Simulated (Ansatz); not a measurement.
# F₂H₈O₂Si₂: search for a transition state, part 2 of 2

Ansatz 0.2.0, Gaussian basis; PBE0-D4. The steps go on from the part before.

**7. Relaxing after a step of 0.30 Å one way along the mode**

downa/in.yaml reads:

```yaml
crystal:
  periodic: [false, false, false]
  atoms:
    - {symbol: Si, position_ang: [-1.147095, -0.126569, -0.599783]}
    - {symbol: Si, position_ang: [0.336230, -0.430361, 1.627839]}
    - {symbol: F, position_ang: [-1.906529, -1.447582, -1.089679]}
    - {symbol: F, position_ang: [-2.087546, 0.014782, 0.761751]}
    - {symbol: H, position_ang: [-1.456896, 1.194840, -1.147869]}
    - {symbol: H, position_ang: [1.241479, 0.721416, -1.165617]}
    - {symbol: O, position_ang: [0.190164, -0.453102, -1.580774]}
    - {symbol: H, position_ang: [0.540438, 0.625636, 0.428795]}
    - {symbol: O, position_ang: [1.540606, 1.326962, -0.608748]}
    - {symbol: H, position_ang: [-0.247998, 0.202510, 2.829253]}
    - {symbol: H, position_ang: [-0.300494, -1.786882, 1.425026]}
    - {symbol: H, position_ang: [1.781663, -0.693592, 1.776328]}
    - {symbol: H, position_ang: [0.374143, -1.335818, -1.868560]}
    - {symbol: H, position_ang: [1.141834, 2.187859, -0.787961]}
basis:
  gaussian: {orbitals: def2-TZVP}
hamiltonian: {xc: pbe0, dispersion: d4}
relax: {f_tol: 0.005, max_steps: 200}
```

Launch:

```bash
$ ansatz run in.yaml --threads 4 --pin off --events-out ev --progress --plain --max-ram 41984MiB --backend cuda --devices 0, --max-vram 37GiB
```

Output, cut to the lines that bear on the results:

```text
Functional definition: PBE0
  name "PBE0"
  cite "Adamo & Barone, J. Chem. Phys. 110, 6158 (1999) doi:10.1063/1.478522"
  cite "Perdew, Burke & Ernzerhof, Phys. Rev. Lett. 77, 3865 (1996) doi:10.1103/PhysRevLett.77.3865"
  parent pbe
[...]
1502 factors; their error is unknown
[...]
mean field -25404.11323099 eV, -933.5839417124 hartree, gradient 6.2e-5 eV, S^2 0.000000; 0 other end points of the search recorded, 0 dependent functions left out
[...]
reference -25404.11326529 eV, -933.5839429731 hartree; 35, 35 occupied and 211, 211 virtual orbitals, 1502 factors
relax step   1: F+E_penalty+E_count = -25404.37737230 eV  Δ(F+E_penalty+E_count) = +0.000e0 eV  max|allowed force component| = 5.855e0 eV/Å  Δτ_max = 0.0000 Å  (28 SCF iters, accepted)
[...]
Atom 4 at    -1.923932     1.063264    -2.090221 Å, force     0.000157    -0.001026     0.001026 eV/Å
Atom 5 at     1.038827     1.087653    -1.358130 Å, force     0.002372     0.004238    -0.000082 eV/Å
Atom 6 at    -0.138413    -0.550418    -1.365438 Å, force    -0.001750    -0.000013    -0.002936 eV/Å
Atom 7 at     0.974551     0.639075     1.610064 Å, force    -0.000457    -0.000229    -0.000080 eV/Å
Atom 8 at     1.338212     1.963091    -1.086470 Å, force    -0.001461    -0.002654     0.000406 eV/Å
Atom 9 at    -0.417429    -0.758877     3.054803 Å, force     0.000407    -0.001085    -0.000322 eV/Å
Atom 10 at     0.669048    -1.713858     1.126371 Å, force     0.000610    -0.001661     0.000240 eV/Å
Atom 11 at     1.995936    -1.067882     3.021233 Å, force    -0.000623    -0.000700    -0.001184 eV/Å
Atom 12 at     0.226791    -1.144286    -0.700273 Å, force    -0.000027    -0.000666     0.001916 eV/Å
Atom 13 at     1.812291     2.319339    -1.840159 Å, force    -0.000669    -0.002030    -0.000139 eV/Å
Dipole moment:     0.225760    -0.154631    -0.206047 e Å
```

It took 52 s on 1 × a share of an NVIDIA H100 with 4 threads of AMD EPYC 7R13, shared host; peak host memory 0.88 GiB.

Step by step: (not every step is listed) (the energy doesn't fall at every step)

```tsv
step	energy from step 1 (eV)	largest force component (eV/Å)
1	0.0000	5.8553
2	-0.7723	1.4687
3	-1.1697	1.2220
4	-1.5576	1.3698
5	-1.9364	1.0432
6	-2.2048	1.1532
7	-2.3984	0.3513
8	-2.4592	0.4040
9	-2.4559	1.2254
11	-2.4850	0.3167
13	-2.4981	0.5989
15	-2.5154	0.2018
17	-2.5225	0.3434
19	-2.5288	0.0900
21	-2.5340	0.0896
23	-2.5346	0.4115
25	-2.5386	0.1467
27	-2.5401	0.0384
29	-2.5403	0.0097
30	-2.5403	0.0055
31	-2.5403	0.0048
32	-2.5403	0.0046
33	-2.5403	0.0036
34	-2.5403	0.0042
```

Close pairs (by a distance rule), those that changed most:

```tsv
bond	before (Å)	after (Å)	change (Å)
Si2–H8	1.611	1.481	-0.130
H6–O9	0.875	0.964	+0.089
Si1–F4	1.661	1.583	-0.078
Si1–O7	1.690	1.624	-0.066
Si1–F3	1.601	1.582	-0.019
O7–H13	0.946	0.964	+0.017
Si2–H11	1.512	1.495	-0.017
Si2–H12	1.477	1.484	+0.007
```

**8. Relaxing after a step of 0.30 Å the other way along the mode**

downb/in.yaml reads:

```yaml
crystal:
  periodic: [false, false, false]
  atoms:
    - {symbol: Si, position_ang: [-1.153465, -0.137567, -0.441109]}
    - {symbol: Si, position_ang: [0.227430, -0.509509, 1.587699]}
    - {symbol: F, position_ang: [-1.862530, -1.440987, -1.094757]}
    - {symbol: F, position_ang: [-2.239062, 0.027278, 0.766789]}
    - {symbol: H, position_ang: [-1.424552, 1.172638, -1.112541]}
    - {symbol: H, position_ang: [1.092338, 0.469818, -1.269188]}
    - {symbol: O, position_ang: [0.279685, -0.360353, -1.615272]}
    - {symbol: H, position_ang: [0.931474, 0.983780, 0.148040]}
    - {symbol: O, position_ang: [1.428923, 1.300630, -0.416873]}
    - {symbol: H, position_ang: [-0.258231, 0.177690, 2.812401]}
    - {symbol: H, position_ang: [-0.297830, -1.889822, 1.512607]}
    - {symbol: H, position_ang: [1.727558, -0.664463, 1.729395]}
    - {symbol: H, position_ang: [0.417407, -1.295383, -1.854591]}
    - {symbol: H, position_ang: [1.130855, 2.166350, -0.752601]}
basis:
  gaussian: {orbitals: def2-TZVP}
hamiltonian: {xc: pbe0, dispersion: d4}
relax: {f_tol: 0.005, max_steps: 200}
```

Launch:

```bash
$ ansatz run in.yaml --threads 4 --pin off --events-out ev --progress --plain --max-ram 41984MiB --backend cuda --devices 0, --max-vram 37GiB
```

Output:

```text
[... 5 set-up lines as earlier in the session ...]
  parameter a = 0.25
  parameter kappa = 0.804
  parameter beta = 0.06672455060314922
  exchange = (1 - a)*pbe_x(kappa = kappa, mu = beta*pi^2/3) + a*exact_x
  correlation = pbe_c(beta = beta)
1502 factors; their error is unknown
mean field evaluation 1: about -25394.9486 eV, gradient 7.5e1 eV
mean field evaluation 2: about -25387.2218 eV, gradient 1.0e2 eV
mean field evaluation 4: about -25403.0218 eV, gradient 4.3e0 eV
mean field evaluation 8: about -25403.0504 eV, gradient 8.6e-2 eV
mean field evaluation 16: about -25403.1415 eV, gradient 8.0e-5 eV
mean field -25403.14149748 eV, -933.5482311646 hartree, gradient 3.2e-5 eV, S^2 0.000000; 0 other end points of the search recorded, 0 dependent functions left out
the calculation of the forces begins
reference -25403.14153093 eV, -933.5482323938 hartree; 35, 35 occupied and 211, 211 virtual orbitals, 1502 factors
relax step   1: F+E_penalty+E_count = -25403.40540531 eV  Δ(F+E_penalty+E_count) = +0.000e0 eV  max|allowed force component| = 1.068e1 eV/Å  Δτ_max = 0.0000 Å  (28 SCF iters, accepted)
these checks for a lower state are left out or cut short: starts, cluster_reference, orbital_swaps, neighbouring_geometries, increment
1502 factors; their error is unknown
mean field -25404.58416763 eV, -933.6012483148 hartree, gradient 1.7e-5 eV, S^2 0.000000; 0 other end points of the search recorded, 0 dependent functions left out
the calculation of the forces begins
reference -25404.58420139 eV, -933.6012495554 hartree; 35, 35 occupied and 211, 211 virtual orbitals, 1502 factors
relax step   2: F+E_penalty+E_count = -25404.84369465 eV  Δ(F+E_penalty+E_count) = -1.438e0 eV  max|allowed force component| = 1.434e0 eV/Å  Δτ_max = 0.1939 Å  (37 SCF iters, accepted)
these checks for a lower state are left out or cut short: starts, cluster_reference, orbital_swaps, neighbouring_geometries, increment
1502 factors; their error is unknown
mean field evaluation 32: about -25404.9272 eV, gradient 1.8e-5 eV
mean field -25404.92717049 eV, -933.6138534374 hartree, gradient 1.8e-5 eV, S^2 0.000000; 0 other end points of the search recorded, 0 dependent functions left out
the calculation of the forces begins
reference -25404.92720376 eV, -933.6138546601 hartree; 35, 35 occupied and 211, 211 virtual orbitals, 1502 factors
relax step   3: F+E_penalty+E_count = -25405.18459573 eV  Δ(F+E_penalty+E_count) = -3.409e-1 eV  max|allowed force component| = 1.360e0 eV/Å  Δτ_max = 0.2000 Å  (30 SCF iters, accepted)
[... from here on, the SCF cycles and remarks between the steps are left out ...]
relax step   4: F+E_penalty+E_count = -25405.44210127 eV  Δ(F+E_penalty+E_count) = -2.575e-1 eV  max|allowed force component| = 1.805e0 eV/Å  Δτ_max = 0.1949 Å  (30 SCF iters, accepted)
relax step   5: F+E_penalty+E_count = -25405.63031154 eV  Δ(F+E_penalty+E_count) = -1.882e-1 eV  max|allowed force component| = 1.130e0 eV/Å  Δτ_max = 0.1999 Å  (29 SCF iters, accepted)
relax step   6: F+E_penalty+E_count = -25405.74165319 eV  Δ(F+E_penalty+E_count) = -1.113e-1 eV  max|allowed force component| = 1.109e0 eV/Å  Δτ_max = 0.1957 Å  (30 SCF iters, accepted)
relax step   7: F+E_penalty+E_count = -25405.80951367 eV  Δ(F+E_penalty+E_count) = -6.786e-2 eV  max|allowed force component| = 6.826e-1 eV/Å  Δτ_max = 0.2000 Å  (30 SCF iters, accepted)
relax step   8: F+E_penalty+E_count = -25405.85640165 eV  Δ(F+E_penalty+E_count) = -4.689e-2 eV  max|allowed force component| = 4.474e-1 eV/Å  Δτ_max = 0.1954 Å  (29 SCF iters, accepted)
relax step   9: F+E_penalty+E_count = -25405.86102299 eV  Δ(F+E_penalty+E_count) = -4.621e-3 eV  max|allowed force component| = 2.270e-1 eV/Å  Δτ_max = 0.1998 Å  (29 SCF iters, accepted)
relax step  10: F+E_penalty+E_count = -25405.86847249 eV  Δ(F+E_penalty+E_count) = -7.449e-3 eV  max|allowed force component| = 4.373e-1 eV/Å  Δτ_max = 0.1489 Å  (29 SCF iters, accepted)
relax step  11: F+E_penalty+E_count = -25405.86769508 eV  Δ(F+E_penalty+E_count) = +7.774e-4 eV  max|allowed force component| = 4.240e-1 eV/Å  Δτ_max = 0.1925 Å  (29 SCF iters, rejected (line search))
relax step  12: F+E_penalty+E_count = -25405.87871084 eV  Δ(F+E_penalty+E_count) = -1.024e-2 eV  max|allowed force component| = 2.069e-1 eV/Å  Δτ_max = 0.0937 Å  (30 SCF iters, accepted)
relax step  13: F+E_penalty+E_count = -25405.88446673 eV  Δ(F+E_penalty+E_count) = -5.756e-3 eV  max|allowed force component| = 5.076e-2 eV/Å  Δτ_max = 0.0999 Å  (29 SCF iters, accepted)
relax step  14: F+E_penalty+E_count = -25405.88904007 eV  Δ(F+E_penalty+E_count) = -4.573e-3 eV  max|allowed force component| = 1.665e-1 eV/Å  Δτ_max = 0.1463 Å  (29 SCF iters, accepted)
relax step  15: F+E_penalty+E_count = -25405.89253281 eV  Δ(F+E_penalty+E_count) = -3.493e-3 eV  max|allowed force component| = 2.355e-1 eV/Å  Δτ_max = 0.1061 Å  (30 SCF iters, accepted)
relax step  16: F+E_penalty+E_count = -25405.89602402 eV  Δ(F+E_penalty+E_count) = -3.491e-3 eV  max|allowed force component| = 3.523e-1 eV/Å  Δτ_max = 0.1652 Å  (29 SCF iters, accepted)
relax step  17: F+E_penalty+E_count = -25405.90778222 eV  Δ(F+E_penalty+E_count) = -1.176e-2 eV  max|allowed force component| = 3.039e-1 eV/Å  Δτ_max = 0.1155 Å  (30 SCF iters, accepted)
relax step  18: F+E_penalty+E_count = -25405.93217877 eV  Δ(F+E_penalty+E_count) = -2.440e-2 eV  max|allowed force component| = 1.741e-1 eV/Å  Δτ_max = 0.2000 Å  (29 SCF iters, accepted)
relax step  19: F+E_penalty+E_count = -25405.94553950 eV  Δ(F+E_penalty+E_count) = -1.336e-2 eV  max|allowed force component| = 6.473e-2 eV/Å  Δτ_max = 0.1995 Å  (29 SCF iters, accepted)
relax step  20: F+E_penalty+E_count = -25405.94237878 eV  Δ(F+E_penalty+E_count) = +3.161e-3 eV  max|allowed force component| = 2.158e-1 eV/Å  Δτ_max = 0.1982 Å  (29 SCF iters, rejected (line search))
relax step  21: F+E_penalty+E_count = -25405.94839792 eV  Δ(F+E_penalty+E_count) = -2.858e-3 eV  max|allowed force component| = 8.185e-2 eV/Å  Δτ_max = 0.0684 Å  (29 SCF iters, accepted)
relax step  22: F+E_penalty+E_count = -25405.95160465 eV  Δ(F+E_penalty+E_count) = -3.207e-3 eV  max|allowed force component| = 1.273e-1 eV/Å  Δτ_max = 0.0951 Å  (30 SCF iters, accepted)
relax step  23: F+E_penalty+E_count = -25405.95305960 eV  Δ(F+E_penalty+E_count) = -1.455e-3 eV  max|allowed force component| = 1.574e-1 eV/Å  Δτ_max = 0.0990 Å  (30 SCF iters, accepted)
relax step  24: F+E_penalty+E_count = -25405.95412901 eV  Δ(F+E_penalty+E_count) = -1.069e-3 eV  max|allowed force component| = 1.263e-1 eV/Å  Δτ_max = 0.0561 Å  (30 SCF iters, accepted)
relax step  25: F+E_penalty+E_count = -25405.95591635 eV  Δ(F+E_penalty+E_count) = -1.787e-3 eV  max|allowed force component| = 9.151e-2 eV/Å  Δτ_max = 0.0308 Å  (31 SCF iters, accepted)
relax step  26: F+E_penalty+E_count = -25405.95668078 eV  Δ(F+E_penalty+E_count) = -7.644e-4 eV  max|allowed force component| = 1.144e-1 eV/Å  Δτ_max = 0.0510 Å  (30 SCF iters, accepted)
relax step  27: F+E_penalty+E_count = -25405.95748933 eV  Δ(F+E_penalty+E_count) = -8.086e-4 eV  max|allowed force component| = 1.369e-1 eV/Å  Δτ_max = 0.0398 Å  (31 SCF iters, accepted)
relax step  28: F+E_penalty+E_count = -25405.95813150 eV  Δ(F+E_penalty+E_count) = -6.422e-4 eV  max|allowed force component| = 1.308e-1 eV/Å  Δτ_max = 0.0381 Å  (31 SCF iters, accepted)
relax step  29: F+E_penalty+E_count = -25405.95898675 eV  Δ(F+E_penalty+E_count) = -8.553e-4 eV  max|allowed force component| = 1.447e-1 eV/Å  Δτ_max = 0.0797 Å  (30 SCF iters, accepted)
relax step  30: F+E_penalty+E_count = -25405.95943812 eV  Δ(F+E_penalty+E_count) = -4.514e-4 eV  max|allowed force component| = 1.256e-1 eV/Å  Δτ_max = 0.0305 Å  (31 SCF iters, accepted)
relax step  31: F+E_penalty+E_count = -25405.96019065 eV  Δ(F+E_penalty+E_count) = -7.525e-4 eV  max|allowed force component| = 8.033e-2 eV/Å  Δτ_max = 0.0640 Å  (30 SCF iters, accepted)
relax step  32: F+E_penalty+E_count = -25405.95999406 eV  Δ(F+E_penalty+E_count) = +1.966e-4 eV  max|allowed force component| = 1.292e-1 eV/Å  Δτ_max = 0.0730 Å  (30 SCF iters, rejected (line search))
relax step  33: F+E_penalty+E_count = -25405.96068554 eV  Δ(F+E_penalty+E_count) = -4.949e-4 eV  max|allowed force component| = 6.055e-2 eV/Å  Δτ_max = 0.0358 Å  (31 SCF iters, accepted)
relax step  34: F+E_penalty+E_count = -25405.96085435 eV  Δ(F+E_penalty+E_count) = -1.688e-4 eV  max|allowed force component| = 3.689e-2 eV/Å  Δτ_max = 0.0558 Å  (30 SCF iters, accepted)
relax step  35: F+E_penalty+E_count = -25405.96101490 eV  Δ(F+E_penalty+E_count) = -1.605e-4 eV  max|allowed force component| = 2.333e-2 eV/Å  Δτ_max = 0.0283 Å  (31 SCF iters, accepted)
relax step  36: F+E_penalty+E_count = -25405.96103031 eV  Δ(F+E_penalty+E_count) = -1.541e-5 eV  max|allowed force component| = 2.056e-2 eV/Å  Δτ_max = 0.0080 Å  (32 SCF iters, accepted)
relax step  37: F+E_penalty+E_count = -25405.96110271 eV  Δ(F+E_penalty+E_count) = -7.240e-5 eV  max|allowed force component| = 9.272e-3 eV/Å  Δτ_max = 0.0059 Å  (32 SCF iters, accepted)
relax step  38: F+E_penalty+E_count = -25405.96110871 eV  Δ(F+E_penalty+E_count) = -6.004e-6 eV  max|allowed force component| = 7.606e-3 eV/Å  Δτ_max = 0.0021 Å  (33 SCF iters, accepted)
relax step  39: F+E_penalty+E_count = -25405.96111747 eV  Δ(F+E_penalty+E_count) = -8.755e-6 eV  max|allowed force component| = 5.693e-3 eV/Å  Δτ_max = 0.0047 Å  (32 SCF iters, accepted)
these checks for a lower state are left out or cut short: starts, cluster_reference, orbital_swaps, neighbouring_geometries, increment
1502 factors; their error is unknown
mean field evaluation 288: about -25405.7275 eV, gradient 3.9e-1 eV
mean field -25405.72764447 eV, -933.6432703135 hartree, gradient 1.7e-5 eV, S^2 0.000000; 0 other end points of the search recorded, 0 dependent functions left out
the calculation of the forces begins
reference -25405.72767928 eV, -933.6432715929 hartree; 35, 35 occupied and 211, 211 virtual orbitals, 1502 factors
relax step  40: F+E_penalty+E_count = -25405.96111948 eV  Δ(F+E_penalty+E_count) = -2.013e-6 eV  max|allowed force component| = 4.057e-3 eV/Å  Δτ_max = 0.0015 Å  (33 SCF iters, accepted)
1502 factors; their error is unknown
mean field -25405.72764447 eV, -933.6432703135 hartree, gradient 1.7e-5 eV, S^2 0.000000; 1 other end points of the search recorded, 0 dependent functions left out
the calculation of the forces begins
reference -25405.72767928 eV, -933.6432715929 hartree; 35, 35 occupied and 211, 211 virtual orbitals, 1502 factors
Total energy: -25405.96115430 eV, -933.6518516414 hartree
Atom 0 at    -2.006314    -0.460824    -0.009771 Å, force     0.001636     0.001680     0.000633 eV/Å
Atom 1 at    -0.220770    -0.403406     1.500049 Å, force     0.000308     0.000395     0.001016 eV/Å
Atom 2 at    -1.913256    -1.731994    -0.977221 Å, force     0.001234    -0.002616    -0.003099 eV/Å
Atom 3 at    -3.327042    -0.745369     0.857561 Å, force    -0.003542     0.000252     0.002974 eV/Å
Atom 4 at    -2.314641     0.754612    -0.784939 Å, force    -0.000082     0.000669    -0.000882 eV/Å
Atom 5 at     1.009769     0.356818    -1.295683 Å, force     0.001734    -0.000963    -0.000558 eV/Å
Atom 6 at     0.134120    -0.025662    -1.487401 Å, force    -0.004057     0.002450     0.001513 eV/Å
Atom 7 at     2.451653     1.162838     0.268351 Å, force    -0.000298    -0.001327    -0.000468 eV/Å
Atom 8 at     2.549455     1.097679    -0.686356 Å, force     0.000179     0.001910     0.001794 eV/Å
Atom 9 at    -0.656129    -0.589643     2.911309 Å, force    -0.000281    -0.000183    -0.000372 eV/Å
Atom 10 at     0.788449    -1.446924     1.176042 Å, force     0.000602    -0.000419    -0.000319 eV/Å
Atom 11 at     0.452255     0.926726     1.418864 Å, force     0.000264     0.000285    -0.000187 eV/Å
Atom 12 at     0.287866    -0.878127    -1.901426 Å, force     0.002153    -0.001587    -0.000795 eV/Å
Atom 13 at     2.764585     1.983376    -0.989379 Å, force     0.000151    -0.000545    -0.001250 eV/Å
Dipole moment:     0.885174     0.526989    -0.023449 e Å
```

Wall time 60 s (1 × a share of an NVIDIA H100 with 4 threads of AMD EPYC 7R13, shared host); peak host memory 0.88 GiB.

The steps of the relaxation: (not every step is listed)

```tsv
step	energy from step 1 (eV)	largest force component (eV/Å)
1	0.0000	10.6781
2	-1.4383	1.4339
3	-1.7792	1.3599
4	-2.0367	1.8054
5	-2.2249	1.1300
6	-2.3362	1.1088
7	-2.4041	0.6826
8	-2.4510	0.4474
9	-2.4556	0.2270
11	-2.4623	0.4240
13	-2.4791	0.0508
15	-2.4871	0.2355
17	-2.5024	0.3039
19	-2.5401	0.0647
21	-2.5430	0.0819
23	-2.5477	0.1574
25	-2.5505	0.0915
27	-2.5521	0.1369
29	-2.5536	0.1447
31	-2.5548	0.0803
33	-2.5553	0.0605
35	-2.5556	0.0233
36	-2.5556	0.0206
37	-2.5557	0.0093
38	-2.5557	0.0076
39	-2.5557	0.0057
40	-2.5557	0.0041
```

Close pairs (by a distance rule), those that changed most:

```tsv
bond	before (Å)	after (Å)	change (Å)
Si1–O7	1.866	2.637	+0.771
H6–O9	1.237	1.814	+0.577
H6–O7	1.212	0.975	-0.238
H8–O9	0.817	0.962	+0.145
Si1–Si2	2.482	2.339	-0.143
Si1–F4	1.632	1.605	-0.027
Si1–H5	1.497	1.474	-0.023
Si2–H12	1.515	1.493	-0.022
```

**9. The three structures**

```tsv
pair	start side (Å)	saddle (Å)	end side (Å)
Si1–O7	2.637	1.776	1.624
Si2–H8	3.333	1.890	1.481
H6–O9	1.814	1.055	0.964
Si1–Si2	2.339	2.587	4.298
H6–O7	0.975	1.421	2.017
H8–O9	0.962	1.209	3.026
```

**10. What came out**

What follows sums up all 2 parts.

| quantity | value |
| --- | --- |
| imaginary mode | 1064i cm⁻¹ |
| barrier from the start side | 38.7 kcal/mol |
| barrier from the end side | 60.8 kcal/mol |
| energy of the step | -22.1 kcal/mol |
| pairs that change | Si1–O7 formed, Si2–H8 formed, H6–O9 formed, Si1–Si2 broken, H6–O7 broken, H8–O9 broken |
| zero-point energy at the saddle | 2.308 eV |

What this shows: The point has a single imaginary mode (1064i cm⁻¹), as a transition state must. Going downhill both ways gives the intended start and end. At PBE0-D4/def2-TZVP the electronic barrier is 38.7 kcal/mol, about 65 kT at 298 K, and the step runs 22.1 kcal/mol downhill. The barrier is thin enough for tunnelling; the leading (Wigner) term alone is a factor of 2.1 at 298 K. A step off the saddle overshot and began above it in energy, so the link to its end is likely but not proven. Lower complexes than these ends may exist.
